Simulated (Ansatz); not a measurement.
# Ag: the cost of one run

Method: DFT PBEsol, scalar-relativistic, plane waves, PAW, in Ansatz 0.2.0.

This is Ag in the bcc structure; at room conditions it is fcc.

## Step 1: The system as given

It takes space group Im-3m (No. 229, cubic). The conventional cell has a = 3.311 Å, b = 3.311 Å, c = 3.311 Å, α = 90.00°, β = 90.00°, γ = 90.00°. Ag (site symmetry m-3m) is surrounded by 8 Ag at 2.87 Å.

Structure file:

```cif
data_structure
_symmetry_space_group_name_H-M 'P 1'
_symmetry_Int_Tables_number 1
_cell_length_a 2.8677
_cell_length_b 2.8677
_cell_length_c 4.6829
_cell_angle_alpha 90.000
_cell_angle_beta 90.000
_cell_angle_gamma 109.471
_cell_volume 36.31
loop_
_atom_site_label
_atom_site_type_symbol
_atom_site_fract_x
_atom_site_fract_y
_atom_site_fract_z
_atom_site_occupancy
Ag1 Ag 0.00000 0.00000 0.00000 1
Ag2 Ag 0.50000 0.50000 0.50000 1
```

It goes back to an entry of the Materials Project, which need not be the stable form.

The cell is taken as given, not relaxed at this level.

## Step 2: Zero of the scan

File input.yaml:

```yaml
crystal:
  lattice:
    - [-1.655654, 1.655654, 1.655654]
    - [1.655654, -1.655654, 1.655654]
    - [3.311308, 3.311308, 0.0]
  atoms:
    - { symbol: Ag, position: [0.0, 0.0, 0.0] }
    - { symbol: Ag, position: [0.5, 0.5, 0.5] }
basis:
  ecutwfc: 420
kpoints:
  mp_grid: { grid: [18, 18, 10] }
hamiltonian:
  xc: pbesol
scf:
  occupations: { method: gaussian, width: 0.15 }
output:
  forces: true
  stress: true
  eigenvalues: true
  write_density: true
  write_potential: true
  elf: true
  volumetric_format: npy
```

The run is started by

```
ansatz run input.yaml --threads 2 --pin off --max-ram 5120MiB --backend cpu --events-out ev --progress --plain --runs-dir out
```

**Question.** How long does this run take on 2 threads of Intel Xeon 6975P-C (Granite Rapids), shared host, and how much memory does it need?

About 6.2 s, with a peak of 0.63 GiB.
